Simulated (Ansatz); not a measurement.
Runs of Ansatz 0.2.0 on WS. It takes space group Pm-3m (No. 221, cubic). The conventional cell has a = 3.445 Å, b = 3.445 Å, c = 3.445 Å, α = 90.00°, β = 90.00°, γ = 90.00°. W (site symmetry m-3m) has 8 S at 2.98 Å as nearest neighbours. S (site symmetry m-3m) is surrounded by 8 W at 2.98 Å. The cell was built by a generator and needn't be a form met in nature.

| task | level | cell | points for each segment of the path | gap on the mesh (eV) | pressure (GPa) | relaxed volume (Å³/atom) |
| --- | --- | --- | --- | --- | --- | --- |
| relaxation of cell and atoms | B3LYP | relaxed | - | none | 0.0 | 13.88 |
| single point | B3LYP | as given | - | none | -32.1 | - |
| band structure | HSEsol | as given | 4 | none | -41.9 | - |
| relaxation of cell and atoms | HSE06 | relaxed | - | none | 0.0 | (a) |
| relaxation of cell and atoms | HSE03 | relaxed | - | none | 0.0 | 13.21 |
| relaxation of cell and atoms | PBE0 | relaxed | - | none | 0.0 | 13.16 |
| single point | PBEsol0 | as given | - | none | -42.2 | - |
| band structure | HSE03 | as given | 4 | none | -38.7 | - |

Alike in all rows: potentials or basis Ansatz PAW; no spin polarisation; k mesh 4 × 4 × 4; cutoff (eV) 420; smearing fermi-dirac 0.05 eV; the mesh is coarse, so values aren't converged.

Estimate the missing entries.

(a) 13.18.

Caveats: all runs use coarse meshes; the PAW data sets come from PBE, with cores solved anew for the run's functional, which leaves a small shift of forces and pressure; the volume moved by over 15 % at a fixed basis, so the end points are rough (some runs); the plane-wave basis is chosen anew once the cell has moved, so the energies of steps on either side of that aren't comparable (some runs); a pressure of tens of GPa on the cell as given is suspect, and the run, the potentials or the cell itself is likely at fault (some runs); the thresholds are loose for stress (some runs); spin-orbit coupling is left out, which moves the levels of the heavy elements (some runs).

A k mesh can miss the band edges, and the runs leave out spin-orbit coupling on W.

A gap of «none» marks a metal or a gap under the smearing width.
